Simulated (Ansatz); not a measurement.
# InHCl2 + HBr: a complex and its separated parts, part 2 of 2

Ansatz 0.2.0, Gaussian basis. Earlier steps stand in the parts before.

## 13. CAM-B3LYP-D4/def2-TZVPP

The inputs:

parta/in.yaml

```yaml
crystal:
  periodic: [false, false, false]
  atoms:
    - {symbol: In, position_ang: [-0.328844, 0.424878, -0.934864]}
    - {symbol: Cl, position_ang: [0.480811, -1.358368, -2.164212]}
    - {symbol: Cl, position_ang: [-2.563597, 0.161314, -0.402682]}
    - {symbol: H, position_ang: [0.603200, 1.763653, -0.479001]}
basis:
  gaussian: {orbitals: def2-TZVPP}
hamiltonian: {xc: {name: CAM-B3LYP}, dispersion: d4}
```

partb/in.yaml

```yaml
crystal:
  periodic: [false, false, false]
  atoms:
    - {symbol: Br, position_ang: [0.498177, -1.024013, 1.744424]}
    - {symbol: H, position_ang: [1.310252, 0.032637, 2.236334]}
basis:
  gaussian: {orbitals: def2-TZVPP}
hamiltonian: {xc: {name: CAM-B3LYP}, dispersion: d4}
```

The same command starts each run, in its folder.

On the command line:

```bash
ansatz run in.yaml --threads 8 --pin off --events-out ev --progress --plain --max-ram 19148MiB
```

Output in parta (excerpt; [...] marks lines left out):

```text
Functional definition: CAM-B3LYP
  name "CAM-B3LYP"
  cite "Yanai, Tew & Handy, Chem. Phys. Lett. 393, 51 (2004) doi:10.1016/j.cplett.2004.06.011"
  cite "Iikura, Tsuneda, Yanai & Hirao, J. Chem. Phys. 115, 3540 (2001) doi:10.1063/1.1383587"
  cite "Becke, Phys. Rev. A 38, 3098 (1988) doi:10.1103/PhysRevA.38.3098"
  cite "Lee, Yang & Parr, Phys. Rev. B 37, 785 (1988) doi:10.1103/PhysRevB.37.785"
[...]
1150 factors; their error is unknown
228 factors; integrals over basis functions are off by at most 2.2e-5 eV
[...]
mean field -30239.06538287 eV, -1111.2651560458 hartree, gradient 6.3e-5 eV, S^2 0.000000; 0 other end points of the search recorded, 0 dependent functions left out
reference -30239.06550859 eV, -1111.2651606659 hartree; 28, 28 occupied and 120, 120 virtual orbitals, 1150 factors
Total energy: -30239.15316076 eV, -1111.2683818237 hartree
```

Output in partb (excerpt; [...] marks lines left out):

```text
[... 6 set-up lines as earlier in the session ...]
[...]
  # Exact exchange under (alpha + beta erf(omega r))/r, Becke's under what is left of 1/r.
[...]
472 factors; their error is unknown
82 factors; integrals over basis functions are off by at most 1.2e-4 eV
[...]
mean field -70066.16345675 eV, -2574.8840144841 hartree, gradient 3.1e-5 eV, S^2 0.000000; 0 other end points of the search recorded, 0 dependent functions left out
reference -70066.16353344 eV, -2574.8840173027 hartree; 18, 18 occupied and 44, 44 virtual orbitals, 472 factors
Total energy: -70066.16901114 eV, -2574.8842186043 hartree
```

Wall times: 1.3 s (parta), 0.3 s (partb) on 8 threads of AMD EPYC 7R43, shared host.

## 14. wB97X-V/def2-TZVPP

Each input of step 13 (parta, partb) changes in the same lines:

```diff
-hamiltonian: {xc: {name: CAM-B3LYP}, dispersion: d4}
+hamiltonian: {xc: {name: wB97X-V}}
```

The same command starts each run, in its folder.

On the command line:

```bash
ansatz run in.yaml --threads 8 --pin off --events-out ev --progress --plain --max-ram 19148MiB
```

parta printed (excerpt; [...] marks lines left out):

```text
Functional definition: wB97X-V
  name "wB97X-V"
  cite "Mardirossian & Head-Gordon, Phys. Chem. Chem. Phys. 16, 9904 (2014) doi:10.1039/C3CP54374A"
[... 2 set-up lines as earlier in the session ...]
[...]
      + integral(e_c_pw_opposite_spin*poly(b97_u_opposite, cos0, cos1)) + vv10(b, c)
1131 factors; their error is unknown
186 factors; integrals over basis functions are off by at most 3.1e-5 eV
[...]
mean field -30234.62982862 eV, -1111.1021524338 hartree, gradient 2.6e-5 eV, S^2 0.000000; 0 other end points of the search recorded, 0 dependent functions left out
reference -30234.62982636 eV, -1111.1021523507 hartree; 28, 28 occupied and 120, 120 virtual orbitals, 1131 factors
Total energy: -30234.62982636 eV, -1111.1021523507 hartree
```

Log of partb (excerpt; [...] marks lines left out):

```text
[... 5 set-up lines as earlier in the session ...]
[...]
      + integral(e_c_pw_opposite_spin*poly(b97_u_opposite, cos0, cos1)) + vv10(b, c)
472 factors; their error is unknown
73 factors; integrals over basis functions are off by at most 1.1e-4 eV
[...]
mean field -70056.29632184 eV, -2574.5214039646 hartree, gradient 1.2e-5 eV, S^2 0.000000; 0 other end points of the search recorded, 0 dependent functions left out
reference -70056.29632078 eV, -2574.5214039255 hartree; 18, 18 occupied and 44, 44 virtual orbitals, 472 factors
Total energy: -70056.29632078 eV, -2574.5214039255 hartree
```

Times: 1.9 s (parta), 0.5 s (partb) on 8 threads of AMD EPYC 7R43, shared host.

## 15. wB97M-V/def2-TZVPP

Each input of step 14 (parta, partb) changes in the same lines:

```diff
-hamiltonian: {xc: {name: wB97X-V}}
+hamiltonian: {xc: {name: wB97M-V}}
```

One command serves all of them, each in its own folder.

On the command line:

```bash
ansatz run in.yaml --threads 8 --pin off --events-out ev --progress --plain --max-ram 19148MiB
```

Log of parta (excerpt; [...] marks lines left out):

```text
Functional definition: wB97M-V
  name "wB97M-V"
  cite "Mardirossian & Head-Gordon, J. Chem. Phys. 144, 214110 (2016) doi:10.1063/1.4952647"
[... 2 set-up lines as earlier in the session ...]
  # Of w^i u^j: cxij and so on, Table III.
[...]
  gx(w, u) = 1 - cx + cx01*u + cx10*w
[...]
      + integral(e_c_pw_mod_opposite_spin*gos(b97_w_opposite, b97_u_opposite)) + vv10(b, c)
1103 factors; their error is unknown
186 factors; integrals over basis functions are off by at most 3.1e-5 eV
[...]
mean field -30236.23177082 eV, -1111.1610227235 hartree, gradient 2.7e-5 eV, S^2 0.000000; 0 other end points of the search recorded, 0 dependent functions left out
reference -30236.23182881 eV, -1111.1610248548 hartree; 28, 28 occupied and 120, 120 virtual orbitals, 1103 factors
Total energy: -30236.23182881 eV, -1111.1610248548 hartree
```

partb printed (excerpt; [...] marks lines left out):

```text
[... 5 set-up lines as earlier in the session ...]
  # Of w^i u^j: cxij and so on, Table III.
[...]
  gx(w, u) = 1 - cx + cx01*u + cx10*w
[...]
      + integral(e_c_pw_mod_opposite_spin*gos(b97_w_opposite, b97_u_opposite)) + vv10(b, c)
467 factors; their error is unknown
73 factors; integrals over basis functions are off by at most 1.1e-4 eV
[...]
mean field -70058.67557204 eV, -2574.6088397966 hartree, gradient 8.6e-6 eV, S^2 0.000000; 0 other end points of the search recorded, 0 dependent functions left out
reference -70058.67559785 eV, -2574.6088407450 hartree; 18, 18 occupied and 44, 44 virtual orbitals, 467 factors
Total energy: -70058.67559785 eV, -2574.6088407450 hartree
```

They took 2.6 s (parta), 0.5 s (partb) on 8 threads of AMD EPYC 7R43, shared host.

## 16. B2PLYP/def2-TZVPP

Each input of step 15 (parta, partb) changes in the same lines:

```diff
-hamiltonian: {xc: {name: wB97M-V}}
+hamiltonian: {xc: {name: B2PLYP}}
```

The same command starts each run, in its folder.

On the command line:

```bash
ansatz run in.yaml --threads 8 --pin off --events-out ev --progress --plain --max-ram 19148MiB
```

parta printed (excerpt; [...] marks lines left out):

```text
Functional definition: B2PLYP
  name "B2PLYP"
  cite "Grimme, J. Chem. Phys. 124, 034108 (2006) doi:10.1063/1.2148954"
[... 2 set-up lines as earlier in the session ...]
[...]
1055 factors; integrals over basis functions are off by at most 8.4e-4 eV
[...]
mean field -30220.17337136 eV, -1110.5708874282 hartree, gradient 5.0e-6 eV, S^2 0.000000; 0 other end points of the search recorded, 0 dependent functions left out
14 core orbitals not correlated: weight in the atoms' cores, before any rotation towards them, 1.000 or more for the frozen orbitals, at most 0.000 for the correlated occupied ones
reference -30220.17353185 eV, -1110.5708933260 hartree; 14, 14 occupied and 120, 120 virtual orbitals, 1055 factors
second order -21.56420029 eV of doubles, -0.00000000 eV of singles
Total energy: -30225.99586593 eV, -1110.7848601569 hartree
```

Log of partb (excerpt; [...] marks lines left out):

```text
[... 5 set-up lines as earlier in the session ...]
[...]
399 factors; integrals over basis functions are off by at most 1.5e-3 eV
[...]
mean field -70049.78223846 eV, -2574.2820158157 hartree, gradient 1.6e-6 eV, S^2 0.000000; 0 other end points of the search recorded, 0 dependent functions left out
9 core orbitals not correlated: weight in the atoms' cores, before any rotation towards them, 1.000 or more for the frozen orbitals, at most 0.000 for the correlated occupied ones
reference -70049.78233920 eV, -2574.2820195177 hartree; 9, 9 occupied and 44, 44 virtual orbitals, 399 factors
second order -9.24620016 eV of doubles, -0.00000000 eV of singles
Total energy: -70052.27881324 eV, -2574.3737632465 hartree
```

Times: 1.8 s (parta), 0.4 s (partb) on 8 threads of AMD EPYC 7R43, shared host.

## 17. PBE-QIDH/def2-TZVPP

Each input of step 16 (parta, partb) changes in the same lines:

```diff
-hamiltonian: {xc: {name: B2PLYP}}
+hamiltonian: {xc: {name: PBE-QIDH}}
```

The same command starts each run, in its folder.

On the command line:

```bash
ansatz run in.yaml --threads 8 --pin off --events-out ev --progress --plain --max-ram 19148MiB
```

parta printed (excerpt; [...] marks lines left out):

```text
Functional definition: PBE-QIDH
  name "PBE-QIDH"
  cite "Brémond, Sancho-García, Pérez-Jiménez & Adamo, J. Chem. Phys. 141, 031101 (2014) doi:10.1063/1.4890314"
[... 1 set-up line as earlier in the session ...]
[...]
1055 factors; integrals over basis functions are off by at most 8.4e-4 eV
[...]
mean field -30213.91142823 eV, -1110.3407652629 hartree, gradient 7.2e-6 eV, S^2 0.000000; 0 other end points of the search recorded, 0 dependent functions left out
14 core orbitals not correlated: weight in the atoms' cores, before any rotation towards them, 1.000 or more for the frozen orbitals, at most 0.000 for the correlated occupied ones
reference -30213.91144118 eV, -1110.3407657385 hartree; 14, 14 occupied and 120, 120 virtual orbitals, 1055 factors
second order -20.02183557 eV of doubles, -0.00000000 eV of singles
Total energy: -30220.58538637 eV, -1110.5860287005 hartree
```

Output in partb (excerpt; [...] marks lines left out):

```text
[... 4 set-up lines as earlier in the session ...]
[...]
399 factors; integrals over basis functions are off by at most 1.5e-3 eV
[...]
mean field -70043.31095726 eV, -2574.0442006180 hartree, gradient 9.6e-7 eV, S^2 0.000000; 0 other end points of the search recorded, 0 dependent functions left out
9 core orbitals not correlated: weight in the atoms' cores, before any rotation towards them, 1.000 or more for the frozen orbitals, at most 0.000 for the correlated occupied ones
reference -70043.31096438 eV, -2574.0442008797 hartree; 9, 9 occupied and 44, 44 virtual orbitals, 399 factors
second order -8.68132315 eV of doubles, -0.00000000 eV of singles
Total energy: -70046.20473877 eV, -2574.1505451268 hartree
```

They took 2 s (parta), 0.4 s (partb) on 8 threads of AMD EPYC 7R43, shared host.

## 18. RPA on PBE/def2-TZVPP

The same edit goes into each in.yaml of step 17 (parta, partb):

```diff
-hamiltonian: {xc: {name: PBE-QIDH}}
+hamiltonian: {xc: pbe}
+correlation: {method: rpa}
```

The same command starts each run, in its folder.

On the command line:

```bash
ansatz run in.yaml --threads 8 --pin off --events-out ev --progress --plain --max-ram 19148MiB
```

Output in parta (excerpt; [...] marks lines left out):

```text
[... 4 set-up lines as earlier in the session ...]
[...]
1055 factors; integrals over basis functions are off by at most 8.4e-4 eV
[...]
mean field -30228.61820890 eV, -1110.8812294838 hartree, gradient 4.6e-6 eV, S^2 0.000000; 0 other end points of the search recorded, 0 dependent functions left out
14 core orbitals not correlated: weight in the atoms' cores, before any rotation towards them, 1.000 or more for the frozen orbitals, at most 0.000 for the correlated occupied ones
reference -30174.05492442 eV, -1108.8760657634 hartree; 14, 14 occupied and 120, 120 virtual orbitals, 1055 factors
Total energy: -30201.77572478 eV, -1109.8947863869 hartree
```

Output in partb (excerpt; [...] marks lines left out):

```text
[... 4 set-up lines as earlier in the session ...]
[...]
399 factors; integrals over basis functions are off by at most 1.5e-3 eV
[...]
mean field -70052.13667476 eV, -2574.3685397538 hartree, gradient 4.2e-6 eV, S^2 0.000000; 0 other end points of the search recorded, 0 dependent functions left out
9 core orbitals not correlated: weight in the atoms' cores, before any rotation towards them, 1.000 or more for the frozen orbitals, at most 0.000 for the correlated occupied ones
reference -70014.55938786 eV, -2572.9875999310 hartree; 9, 9 occupied and 44, 44 virtual orbitals, 399 factors
Total energy: -70026.49301335 eV, -2573.4261525788 hartree
```

They took 1.7 s (parta), 0.35 s (partb) on 8 threads of AMD EPYC 7R43, shared host.

## 19. CCSD(T)/def2-TZVPP

The same edit goes into each in.yaml of step 18 (parta, partb):

```diff
-hamiltonian: {xc: pbe}
-correlation: {method: rpa}
+correlation: {method: ccsd_t}
```

The same command starts each run, in its folder.

On the command line:

```bash
ansatz run in.yaml --threads 8 --pin off --events-out ev --progress --plain --max-ram 19148MiB
```

Log of parta (excerpt; [...] marks lines left out):

```text
Functional definition: HF
  name "HF"
  cite "Fock, Z. Phys. 61, 126 (1930) doi:10.1007/BF01340294"
[... 1 set-up line as earlier in the session ...]
[...]
1055 factors; integrals over basis functions are off by at most 8.4e-4 eV
[...]
mean field -30175.37072236 eV, -1108.9244204457 hartree, gradient 9.8e-7 eV, S^2 0.000000; 0 other end points of the search recorded, 0 dependent functions left out
14 core orbitals not correlated: weight in the atoms' cores, before any rotation towards them, 1.000 or more for the frozen orbitals, at most 0.000 for the correlated occupied ones
reference -30175.37072236 eV, -1108.9244204457 hartree; 14, 14 occupied and 120, 120 virtual orbitals, 1055 factors
second order -17.79352604 eV of doubles, -0.00000000 eV of singles
cycle   1  -18.13966195 eV  change   -3.5e-1 eV  update   9.2e-2
[...]
cycle   9  -18.60313079 eV  change   -1.7e-5 eV  update   1.8e-5
perturbative correction -0.69219614 eV, -0.0254377390 hartree
Total energy: -30194.66604929 eV, -1109.6335106316 hartree
```

Log of partb (excerpt; [...] marks lines left out):

```text
[... 4 set-up lines as earlier in the session ...]
[...]
399 factors; integrals over basis functions are off by at most 1.5e-3 eV
[...]
mean field -70014.93831936 eV, -2573.0015254067 hartree, gradient 1.4e-6 eV, S^2 0.000000; 0 other end points of the search recorded, 0 dependent functions left out
9 core orbitals not correlated: weight in the atoms' cores, before any rotation towards them, 1.000 or more for the frozen orbitals, at most 0.000 for the correlated occupied ones
reference -70014.93831936 eV, -2573.0015254067 hartree; 9, 9 occupied and 44, 44 virtual orbitals, 399 factors
second order -7.83906944 eV of doubles, -0.00000000 eV of singles
cycle   1  -7.92765212 eV  change   -8.9e-2 eV  update   4.5e-2
[...]
cycle   7  -8.11359871 eV  change   -5.0e-6 eV  update   1.2e-5
perturbative correction -0.24160217 eV, -0.0088787158 hartree
Total energy: -70023.29352024 eV, -2573.3085733756 hartree
```

They took 4.4 s (parta), 0.5 s (partb) on 8 threads of AMD EPYC 7R43, shared host; peak memory 0.73 GiB.

## 20. Vibrations of InHCl2

vib-parta/in.yaml reads:

```yaml
crystal:
  periodic: [false, false, false]
  atoms:
    - {symbol: In, position_ang: [-0.328844, 0.424878, -0.934864]}
    - {symbol: Cl, position_ang: [0.480811, -1.358368, -2.164212]}
    - {symbol: Cl, position_ang: [-2.563597, 0.161314, -0.402682]}
    - {symbol: H, position_ang: [0.603200, 1.763653, -0.479001]}
basis:
  gaussian: {orbitals: def2-TZVP}
hamiltonian: {xc: pbe0, dispersion: d4}
phonons: {temperatures: {t_min: 298.15, t_max: 900, t_step: 200}}
```

On the command line:

```bash
ansatz run in.yaml --threads 8 --pin off --events-out ev --progress --plain --max-ram 19148MiB
```

Standard output (excerpt; [...] marks lines left out):

```text
[... 5 set-up lines as earlier in the session ...]
[...]
1061 factors; their error is unknown
[...]
mean field -30230.65090423 eV, -1110.9559296593 hartree, gradient 1.5e-5 eV, S^2 0.000000; 0 other end points of the search recorded, 0 dependent functions left out
[...]
Atom 1 at     0.480811    -1.358368    -2.164212 Å, force     0.000062    -0.000026     0.000020 eV/Å
Atom 2 at    -2.563597     0.161314    -0.402682 Å, force    -0.000018     0.000014     0.000067 eV/Å
Atom 3 at     0.603200     1.763653    -0.479001 Å, force     0.000209     0.000243     0.000152 eV/Å
Dipole moment:     0.293187     0.421072     0.143448 e Å
Vibrations: 100.98 361.95 367.49 379.66 466.65 1909.47 cm⁻¹, zero-point energy 0.222316 eV
```

It took 14 s on 8 threads of AMD EPYC 7R43, shared host.

The modes, with what each moves most:

| mode | wavenumber (cm⁻¹) | character |
| --- | --- | --- |
| 1 | 101 | bend |
| 2 | 362 | In–Cl stretch |
| 3 | 367 | In–Cl stretch |
| 4 | 380 | out-of-plane bend |
| 5 | 467 | bend |
| 6 | 1909 | In–H stretch |

Vibrational sums (real modes only):

| T (K) | entropy (J/mol/K) | heat capacity (J/mol/K) |
| --- | --- | --- |
| 298 | 31.1 | 33.0 |
| 498 | 49.7 | 39.1 |
| 698 | 63.5 | 42.4 |
| 898 | 74.4 | 44.5 |

## 21. Vibrations of HBr

vib-partb/in.yaml reads:

```yaml
crystal:
  periodic: [false, false, false]
  atoms:
    - {symbol: Br, position_ang: [0.498177, -1.024013, 1.744424]}
    - {symbol: H, position_ang: [1.310252, 0.032637, 2.236334]}
basis:
  gaussian: {orbitals: def2-TZVP}
hamiltonian: {xc: pbe0, dispersion: d4}
phonons: {temperatures: {t_min: 298.15, t_max: 900, t_step: 200}}
```

On the command line:

```bash
ansatz run in.yaml --threads 8 --pin off --events-out ev --progress --plain --max-ram 19148MiB
```

Standard output (excerpt; [...] marks lines left out):

```text
[... 5 set-up lines as earlier in the session ...]
[...]
457 factors; their error is unknown
[...]
mean field -70054.57278216 eV, -2574.4580650494 hartree, gradient 2.1e-5 eV, S^2 0.000000; 0 other end points of the search recorded, 0 dependent functions left out
[...]
reference -70054.57271838 eV, -2574.4580627057 hartree; 18, 18 occupied and 36, 36 virtual orbitals, 457 factors
Total energy: -70054.57831875 eV, -2574.4582685156 hartree
Atom 0 at     0.498177    -1.024013     1.744424 Å, force    -0.000034    -0.000044    -0.000020 eV/Å
Atom 1 at     1.310252     0.032637     2.236334 Å, force     0.000034     0.000044     0.000020 eV/Å
Dipole moment:     0.113383     0.147532     0.068681 e Å
Vibrations: 2667.48 cm⁻¹, zero-point energy 0.165363 eV
```

It took 2.2 s on 8 threads of AMD EPYC 7R43, shared host.

Wavenumbers and character of the modes:

| mode | wavenumber (cm⁻¹) | character |
| --- | --- | --- |
| 1 | 2667 | Br–H stretch |

Vibrational sums (real modes only):

| T (K) | entropy (J/mol/K) | heat capacity (J/mol/K) |
| --- | --- | --- |
| 298 | 0.0 | 0.0 |
| 498 | 0.0 | 0.2 |
| 698 | 0.2 | 1.0 |
| 898 | 0.6 | 2.2 |

## 22. Complex less separated parts

The complex's own energies come from single points at the same levels.

Rows are in def2-TZVPP; times add the 3 runs of a level on a shared host, so small differences are noise.

Differences are taken before rounding.

| method | rung | complex less parts (kJ/mol) | from CCSD(T) (kJ/mol) | time |
| --- | --- | --- | --- | --- |
| SPW92 | LDA | -37.1 | -12.5 | 1.9 s |
| PBE-D4 | GGA | -26.0 | -1.4 | 2.8 s |
| BLYP-D4 | GGA | -22.1 | +2.5 | 2.8 s |
| r2SCAN-D4 | meta-GGA | -27.4 | -2.8 | 5.5 s |
| B97M-V | meta-GGA | -26.8 | -2.2 | 8 s |
| PBE0-D4 | hybrid | -26.4 | -1.8 | 4.2 s |
| B3LYP-D4 | hybrid | -24.0 | +0.5 | 4.1 s |
| r2SCAN0-D4 | hybrid | -27.4 | -2.8 | 6.2 s |
| BHLYP-D4 | hybrid | -27.6 | -3.0 | 3.7 s |
| CAM-B3LYP-D4 | range-separated hybrid | -24.0 | +0.6 | 4.7 s |
| wB97X-V | range-separated hybrid | -26.1 | -1.5 | 7.2 s |
| wB97M-V | range-separated hybrid | -26.9 | -2.3 | 9.1 s |
| B2PLYP | double hybrid | -17.9 | +6.7 | 7 s |
| PBE-QIDH | double hybrid | -24.4 | +0.2 | 6.5 s |
| RPA on PBE | RPA | -21.7 | +2.9 | 5.9 s |
| Hartree-Fock | wavefunction | -7.2 | +17.4 |  |
| MP2 | wavefunction | -28.3 | -3.7 |  |
| CCSD | wavefunction | -22.3 | +2.2 |  |
| CCSD(T) | wavefunction | -24.6 | 0 | 31 s |

Among the levels timed on like hardware and quicker than the yardstick, those that no quicker one beats, quickest first: SPW92 (1.9 s, -12.5 kJ/mol); PBE-D4 (2.8 s, -1.4 kJ/mol); B3LYP-D4 (4.1 s, +0.5 kJ/mol); PBE-QIDH (6.5 s, +0.2 kJ/mol).

PBE-QIDH reaches 0.2 kJ/mol from the reference in 6.5 s, where CCSD(T) took 31 s; the quickest level in the cost chart, SPW92, takes 1.9 s and misses by 12.5 kJ/mol.

The complex's zero-point energy, from a separate PBE0-D4 run, is 0.421 eV.

## 23. What came out

This closing draws on all 2 parts.

| quantity | value |
| --- | --- |
| complex less parts, CCSD(T)/def2-TZVPP | -24.6 kJ/mol |
| with zero-point energy | -21.4 kJ/mol |
| largest T1 diagnostic | 0.013 |

What this shows: At CCSD(T) the complex lies 24.6 kJ/mol below its parts. The functionals run from PBE-QIDH, off by +0.2 kJ/mol, to SPW92, off by -12.5 kJ/mol, against CCSD(T). Mean unsigned error by rung: LDA 12.5, GGA 1.9, meta-GGA 2.5, hybrid 2.0, range-separated hybrid 1.5, double hybrid 3.4 kJ/mol. The double hybrids carry no dispersion term here, unlike the levels marked D4 or V. PBE-D4 gives a relative energy 1.4 kJ/mol too low, inside chemical accuracy (1 kcal/mol, 4.2 kJ/mol). The complex's frequency run has imaginary modes: the structure is no minimum, so both the energy and the zero-point correction are in doubt. No counterpoise was applied, and triple zeta lacks some correlation, so the CCSD(T) reference has a basis error of its own, and close matches with it are partly luck.
